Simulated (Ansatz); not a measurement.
# GdN (zincblende): equation of state and elastic constants

The task here is to estimate one member of a computed series from the others.

Computed with Ansatz 0.2.0 (DFT PBEsol, scalar-relativistic, plane waves, PAW, unless a step's input says otherwise).

## The starting structure

Symmetry: F-43m, No. 216, cubic system. Conventional cell: a = 5.273 Å, b = 5.273 Å, c = 5.273 Å, α = 90.00°, β = 90.00°, γ = 90.00°. Gd (site symmetry -43m) is surrounded by 4 N at 2.28 Å. N (site symmetry -43m) is surrounded by 4 Gd at 2.28 Å.

As a file:

```cif
data_structure
_symmetry_space_group_name_H-M 'P 1'
_symmetry_Int_Tables_number 1
_cell_length_a 3.7287
_cell_length_b 3.7287
_cell_length_c 3.7287
_cell_angle_alpha 60.000
_cell_angle_beta 60.000
_cell_angle_gamma 60.000
_cell_volume 36.66
loop_
_atom_site_label
_atom_site_type_symbol
_atom_site_fract_x
_atom_site_fract_y
_atom_site_fract_z
_atom_site_occupancy
Gd1 Gd 0.00000 0.00000 0.00000 1
N1 N 0.25000 0.25000 0.25000 1
```

This cell comes from an earlier session at PBEsol: 18.328 Å³/atom at -0.07 GPa, on a 10×10×10 mesh.

Volume factors to run: 0.980, 1.020, 0.960, 1.040.

Set-up of the first run:

The input, input.yaml:

```yaml
crystal:
  lattice:
    - [0.0, 2.6188733743, 2.6188733743]
    - [2.6188733743, 0.0, 2.6188733743]
    - [2.6188733743, 2.6188733743, 0.0]
  atoms:
    - { symbol: Gd, position: [0.0, 0.0, 0.0], spin: 7.45 }
    - { symbol: "N", position: [0.25, 0.25, 0.25] }
basis:
  ecutwfc: 420
  ecutrho_ratio: 4
kpoints:
  mp_grid: { grid: [10, 10, 10] }
hamiltonian:
  xc: pbesol
scf:
  occupations: { method: gaussian, width: 0.05 }
output:
  forces: true
  stress: true
  eigenvalues: true
  populations: true
magnetization:
  spin_polarized: true
```

Among the steps run: Scaling the volume by 0.980; At 1.020 of the relaxed volume; At 0.960 of the relaxed volume; Scaling the volume by 1.040.

One of the session's tables, all rows but one given; the rest of the session is left out.

It belongs to the step «The fit». 

```
volume (Å³/atom)  energy (meV/atom)  pressure (GPa)  moment of atom 1 (μB)
          17.595              10.64            4.87                   6.76
          17.962               2.47            2.28                   6.77
          18.328               0.00           -0.07                   6.78
          18.695                  ?               ?                      ?
          19.061              10.00           -4.15                   6.79
```

**Question.** Estimate the row for volume (Å³/atom) = 18.695.

Worked estimate for «energy (meV/atom)». A straight line through the neighbours (18.328, 0.00) and (19.061, 10.00) gives 0.00 + (10.00 − 0.00) × (18.695 − 18.328) / (19.061 − 18.328) = 5.01; a parabola fitted to 3 rows on both sides gives 2.51.

**Answer.** energy (meV/atom): 2.64; pressure (GPa): -2.21; moment of atom 1 (μB): 6.79. In «energy (meV/atom)» the line misses by +2.37 and the parabola by -0.13.

Caveats from the session: Warnings in the runs' records: stability check not made.
